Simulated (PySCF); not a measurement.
# CCl3NSi (Si(CN)Cl3): the cost of one run

Programs: PySCF 2.14.0, with density-fitted response routines of our own. Each step states its level of theory. These are calculated values for one molecule in the gas phase, unless marked as measured. Atoms are numbered from 0 throughout.

### 1 The starting structure

6 atoms, charge 0, multiplicity 1; geometry from: GFN2-xTB. The atoms were then displaced at random by about 0.03 Å, so the start is not that level's minimum.

Bonds of the start (Å): Si0–C1 1.86, Si0–Cl3 2.05, Si0–Cl4 2.10, Si0–Cl5 1.98, C1–N2 1.12.

### 2 Relaxing the molecule at PBE0-D3(BJ)/def2-SVP

The job: settings as JSON, then the geometry in Å.

```
{"job": {"xc": "PBE0", "basis": "def2-SVP", "d3": "d3bj", "grid": 1, "maxiter": 40, "shake": 0.03, "kind": "geom"}, "charge": 0, "multiplicity": 1}
Si     0.054220    -0.079240    -0.504670
C      0.002860    -0.004820     1.349970
N     -0.027200     0.008030     2.473520
Cl     2.002180     0.003540    -1.150860
Cl    -0.988800     1.632220    -1.139480
Cl    -0.980130    -1.655760    -1.097750
```

Started as:

```bash
> OMP_NUM_THREADS=1 python probes_run.py task.json out
```

One launch serves the whole session: the jobs run in the order shown.

**Question.** How long does this first job take on 1 thread of AMD EPYC, shared host, and how much memory does it need?

About 43 s, with a peak of 0.42 GiB.
